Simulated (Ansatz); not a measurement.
# Si3As2: from a guess to a relaxed structure

Where does this trial cell of Si3As2 go when cell and atoms are let free?

Program: Ansatz 0.2.0. Level of theory: DFT PBE, scalar-relativistic, plane waves, PAW. These are calculated values, not measurements.

## Step 1: Starting point

It takes space group Pmmm (No. 47, orthorhombic). The conventional cell has a = 4.144 Å, b = 4.406 Å, c = 5.219 Å, α = 90.00°, β = 90.00°, γ = 90.00°. Around Si (site symmetry m2m) lie 1 Si at 1.79 Å. Around Si (site symmetry mmm) lie 4 Si at 2.26 Å. Around As (site symmetry mm2) lie 1 As at 1.91 Å and 2 Si at 2.11 Å.

Coordinates:

```
Si As
1.0
     4.14391    0.00000    0.00000
     0.00000    4.40580    0.00000
     0.00000    0.00000    5.21910
Si As
3 2
Cartesian
  0.0000 1.3090 2.6096
  0.0000 3.0968 2.6096
  2.0720 2.2029 2.6096
  0.0000 0.0000 4.2647
  0.0000 0.0000 0.9544
```

The cell is invented: random cell by space group and Wyckoff sites (Pmmm, No. 47). Its size is a rough estimate.

## Step 2: Probe: one point on a coarse mesh

File input.yaml:

```yaml
crystal:
  lattice:
    - [4.14390691, 0.0, 0.0]
    - [0.0, 4.40580493, 0.0]
    - [0.0, 0.0, 5.21910048]
  atoms:
    - { symbol: Si, position: [0.0, 0.29711449, 0.5] }
    - { symbol: Si, position: [0.0, 0.70288551, 0.5] }
    - { symbol: Si, position: [0.5, 0.5, 0.5] }
    - { symbol: As, position: [0.0, 0.0, 0.81713603] }
    - { symbol: As, position: [0.0, 0.0, 0.18286397] }
basis:
  ecutwfc: 420
kpoints:
  mp_grid: { grid: [4, 4, 4] }
hamiltonian:
  xc: pbe
scf:
  occupations: { method: gaussian, width: 0.1 }
  lower_state_search: "off"
output:
  forces: true
  stress: true
  eigenvalues: true
```

Launch:

```console
ansatz run input.yaml --threads 1 --pin off --max-ram 2560MiB --backend cpu --events-out ev --progress --plain --runs-dir out
```

The session goes on with these runs: a loose first relaxation; relaxation on the finer mesh.

Before running it: what results should come out? Wanted: conventional cell; volume; energy over the elements; gap on the mesh.

As calculated:

| quantity | value |
| --- | --- |
| symmetry at the end (tolerance 0.05 Å) | space group Pmmm (No. 47) |
| conventional cell | a = 3.000 Å, b = 6.691 Å, c = 8.102 Å, α = 90.00°, β = 90.00°, γ = 90.00° |
| volume | 32.52 Å³/atom |
| energy over the elements | +0.45 eV/atom |
| gap on the mesh | none (metal) |

What this shows: The space group Pmmm (No. 47) is kept, and the volume per atom grows by 70.7 % from the first guess. With a positive formation energy it can't be a ground state. No finished test with a distortion of lower symmetry is shown, so the end may be a saddle point.
